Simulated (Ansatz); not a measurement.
**CH₇FGeSi: small, medium and large basis sets**

One table from this session's results is given with a row withheld; the runs are named, their logs left out.

The runs use Ansatz 0.2.0, Gaussian basis; one geometry, several basis sets.

Plan: PBE0-D4/def2-SVP; ωB97M-V/def2-SVP; PBE0-D4/def2-QZVPP; ωB97M-V/def2-QZVPP; the functionals' def2-TZVPP values are taken from earlier runs.

## Structure used throughout

An earlier PBE0-D4 in a triple-zeta def2 set relaxation fixed the geometry.

SMILES `[CH3][GeH]([F])[SiH3]`, 11 atoms, charge 0, spin multiplicity 1.

Atoms are counted from 1 here; the program's logs count them from 0.

Bond lengths: C1–Ge2 1.944 Å, C1–H5 1.090 Å, C1–H6 1.092 Å, C1–H7 1.091 Å, Ge2–F3 1.757 Å, Ge2–Si4 2.388 Å, Ge2–H8 1.543 Å, Si4–H9 1.486 Å, Si4–H10 1.485 Å, Si4–H11 1.488 Å. Angles: Ge2–C1–H5 110.1°, Ge2–C1–H6 110.2°, Ge2–C1–H7 109.6°, H5–C1–H6 108.9°, H5–C1–H7 109.1°, H6–C1–H7 108.9°, C1–Ge2–F3 105.6°, C1–Ge2–Si4 115.0°, C1–Ge2–H8 111.4°, F3–Ge2–Si4 105.7°, F3–Ge2–H8 104.8°, Si4–Ge2–H8 113.3°, Ge2–Si4–H9 109.6°, Ge2–Si4–H10 110.4°, Ge2–Si4–H11 109.0°, H9–Si4–H10 109.7°, H9–Si4–H11 108.9°, H10–Si4–H11 109.2°.

The first run:

File in.yaml:

```yaml
crystal:
  periodic: [false, false, false]
  atoms:
    - {symbol: C, position_ang: [-1.020137, 1.435704, -0.418907]}
    - {symbol: Ge, position_ang: [0.583088, 0.336748, -0.457464]}
    - {symbol: F, position_ang: [1.813966, 1.270016, 0.378853]}
    - {symbol: Si, position_ang: [0.420584, -1.728872, 0.729591]}
    - {symbol: H, position_ang: [-1.337400, 1.600957, 0.610966]}
    - {symbol: H, position_ang: [-1.828242, 0.943500, -0.963430]}
    - {symbol: H, position_ang: [-0.814374, 2.398973, -0.887231]}
    - {symbol: H, position_ang: [1.120411, 0.174859, -1.895164]}
    - {symbol: H, position_ang: [-0.022032, -1.469542, 2.124273]}
    - {symbol: H, position_ang: [1.733686, -2.422246, 0.741714]}
    - {symbol: H, position_ang: [-0.584149, -2.596998, 0.057399]}
basis:
  gaussian: {orbitals: def2-SVP}
hamiltonian: {xc: pbe0, dispersion: d4}
output: {orbitals: {seedname: orbitals}}
```

Among the steps run: PBE0-D4 in def2-SVP; ωB97M-V in def2-SVP; PBE0-D4 in def2-QZVPP; ωB97M-V in def2-QZVPP.

One of the session's tables, all rows but one given; the rest of the session is left out.

It belongs to the step «Density functionals: the series». 

```
functional       basis  HOMO (eV)  LUMO (eV)
   PBE0-D4    def2-SVP      -8.09      -0.08
   PBE0-D4  def2-TZVPP      -8.13      -0.28
   PBE0-D4  def2-QZVPP      -8.14      -0.39
   ωB97M-V    def2-SVP     -10.12       1.83
   ωB97M-V  def2-TZVPP          ?          ?
   ωB97M-V  def2-QZVPP     -10.19       1.29
```

Estimate the missing values for ωB97M-V, def2-TZVPP.

As computed: HOMO (eV): -10.18; LUMO (eV): 1.55. In the column «HOMO (eV)» it lies between ωB97M-V, def2-QZVPP (-10.19) and ωB97M-V, def2-SVP (-10.12).
